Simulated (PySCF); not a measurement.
# [CeCl4]−: forces at shaken geometries

How stiff is [CeCl4]−? Its atoms are displaced at random by several amounts. The species was built from a template and needn't be a known compound.

Program: PySCF 2.14.0. Level of theory: PBE, Ce lcecp-1-SVP with ECP47, Cl def2-SVP; scalar-relativistic core potentials, no spin–orbit coupling. These are calculated values, not measurements.

4 further runs of the same task are left out: 2 for a known fault of the program, 2 that didn't finish. Runs told in other sessions of the task aren't counted.

## Step 1: Where the work starts

5 atoms, charge -1, spin multiplicity 1.

Bond lengths: Ce1–Cl2 2.657 Å, Ce1–Cl3 2.657 Å, Ce1–Cl4 2.657 Å, Ce1–Cl5 2.657 Å. Angles: Cl2–Ce1–Cl3 109.5°, Cl2–Ce1–Cl4 109.5°, Cl2–Ce1–Cl5 109.5°, Cl3–Ce1–Cl4 109.5°, Cl3–Ce1–Cl5 109.5°, Cl4–Ce1–Cl5 109.5°.

Geometry (Å):

```
Ce    0.00000    0.00000    0.00000
Cl    1.53415    1.53415    1.53415
Cl   -1.53415   -1.53415    1.53415
Cl    1.53415   -1.53415   -1.53415
Cl   -1.53415    1.53415   -1.53415
```

Formal oxidation states: Ce +3. Each metal's 1 4f electrons lie in its core potential, so multiplicities, spins and levels count the valence alone. An earlier session relaxed this geometry at PBE, Ce lcecp-1-SVP with ECP47, Cl def2-SVP (singlet, point group Td).

Its energy there is -1872.176795 Eh.

## Step 2: Atoms moved at random, σ = 0.1 Å

run.py (the lines that set the calculation) reads:

```python
mol = gto.M(atom='''
Ce     0.20805    -0.07965    -0.12015
Cl     1.40763     1.58607     1.53340
Cl    -1.49855    -1.50905     1.59194
Cl     1.57353    -1.56161    -1.43296
Cl    -1.69065     1.56423    -1.57224''',
    basis={'Ce': 'lcecp-1-SVP', 'Cl': 'def2-SVP'},
    ecp={'Ce': 'lcecp-1-SVP'},
    charge=-1, spin=0)
mf = dft.RKS(mol, xc='PBE')
mf.grids.atom_grid = (50, 194)  # f atoms: unpruned, at least (60, 302)
mf = mf.density_fit()  # fitting sets: Ce AutoAux, Cl def2-universal-JKFIT
mf.conv_tol = 1e-08; mf.max_cycle = 55
mf.kernel(dm0)  # dm0: the density of the relaxed state
```

On the command line:

```console
$ OMP_NUM_THREADS=2 python run.py
```

## Step 3: Atoms moved at random, σ = 0.03 Å

run.py (the lines that set the calculation) reads:

```python
mol = gto.M(atom='''
Ce    -0.01494    -0.00484     0.00319
Cl     1.53289     1.53861     1.52408
Cl    -1.57024    -1.54456     1.55141
Cl     1.54672    -1.53634    -1.53397
Cl    -1.49443     1.54713    -1.54471''',
    basis={'Ce': 'lcecp-1-SVP', 'Cl': 'def2-SVP'},
    ecp={'Ce': 'lcecp-1-SVP'},
    charge=-1, spin=0)
mf = dft.RKS(mol, xc='PBE')
mf.grids.atom_grid = (50, 194)  # f atoms: unpruned, at least (60, 302)
mf = mf.density_fit()  # fitting sets: Ce AutoAux, Cl def2-universal-JKFIT
mf.conv_tol = 1e-08; mf.max_cycle = 55
mf.kernel(dm0)  # dm0: the density of the relaxed state
```

## Step 4: Atoms moved at random, σ = 0.1 Å

run.py (the lines that set the calculation) reads:

```python
mol = gto.M(atom='''
Ce     0.11169    -0.10978    -0.05323
Cl     1.60817     1.63082     1.39360
Cl    -1.61556    -1.39016     1.64027
Cl     1.54950    -1.63350    -1.46404
Cl    -1.65379     1.50261    -1.51660''',
    basis={'Ce': 'lcecp-1-SVP', 'Cl': 'def2-SVP'},
    ecp={'Ce': 'lcecp-1-SVP'},
    charge=-1, spin=0)
mf = dft.RKS(mol, xc='PBE')
mf.grids.atom_grid = (50, 194)  # f atoms: unpruned, at least (60, 302)
mf = mf.density_fit()  # fitting sets: Ce AutoAux, Cl def2-universal-JKFIT
mf.conv_tol = 1e-08; mf.max_cycle = 55
mf.kernel(dm0)  # dm0: the density of the relaxed state
```

What does the calculation give? Wanted: for each run, σ; energy rise; harmonic estimate −½ F·u; largest force component.

**Answer**, as computed:

| σ (Å) | energy rise (eV) | harmonic estimate −½ F·u (eV) | largest force component (eV/Å) |
| --- | --- | --- | --- |
| 0.1 | 0.747 | 0.779 | 3.99 |
| 0.03 | 0.005 | 0.005 | 0.19 |
| 0.1 | 0.256 | 0.262 | 1.80 |

Every displacement raises the energy. For a harmonic well the rise equals −½ F·u; the two differ by at most 4 % here (a move with σ = 0.1 Å), from anharmonicity, the grid and the small forces left at the relaxed point. These are double-zeta-type bases without diffuse functions. Spin–orbit coupling is left out. The core potential fixes the 4f count, so no charge can pass from the ligands into that shell.
